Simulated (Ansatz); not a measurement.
The system is Hf2Pd2Se2Br2O3.

```
Hf Pd Se Br O
1.0
     7.58666   -1.70971   -1.17576
     7.58666    1.70971   -1.17576
    -2.02446    0.00000   13.05155
Hf Pd Se Br O
2 2 2 2 3
Cartesian
  14.2165 0.0000 -1.4206
  8.6262 0.0000 2.2691
  1.6873 0.0000 6.2302
  3.3945 0.0000 8.9390
  12.2827 0.0000 8.8683
  10.7952 0.0000 5.8168
  8.8069 0.0000 -0.7891
  3.1532 0.0000 3.1608
  8.2058 0.0000 4.0943
  5.7021 0.0000 0.0464
  0.0207 0.0000 2.8206
```

The cell was built by a generator and needn't be a form met in nature.

Base run:

| Property | Result |
| --- | --- |
| Program | Ansatz 0.2.0 |
| Functional | PBE |
| Potentials or basis | Ansatz NC |
| Cutoff | 1240 eV (not typed: the program's choice for these potentials) |
| k mesh | 8 × 8 × 2 |
| Occupations | fermi-dirac, width 0.05 eV |
| Spin | no spin polarisation |

Its results: band gap on the k mesh 0.83 eV, indirect (least direct gap 0.87 eV); pressure 0.0 GPa; largest force 0.026 eV/Å.

Problem. The run is repeated on the same cell with these changes: functional from PBE to RPBE; potentials or basis from Ansatz NC to Ansatz PAW; cutoff from 1240 eV (not typed: the program's choice for these potentials) to 420 eV (not typed: the program's choice for these potentials). What comes out?

Solution. Band gap on the k mesh 0.86 eV, indirect (least direct gap 0.89 eV); pressure 1.6 GPa; largest force 0.241 eV/Å.

Caveats: spin-orbit coupling is left out, which moves the levels of the heavy elements; the k mesh misses the band edges, so the gap on the mesh is wider than the one along the path (some runs); the PAW data sets come from PBE, with cores solved anew for the run's functional, which leaves a small shift of forces and pressure (some runs).
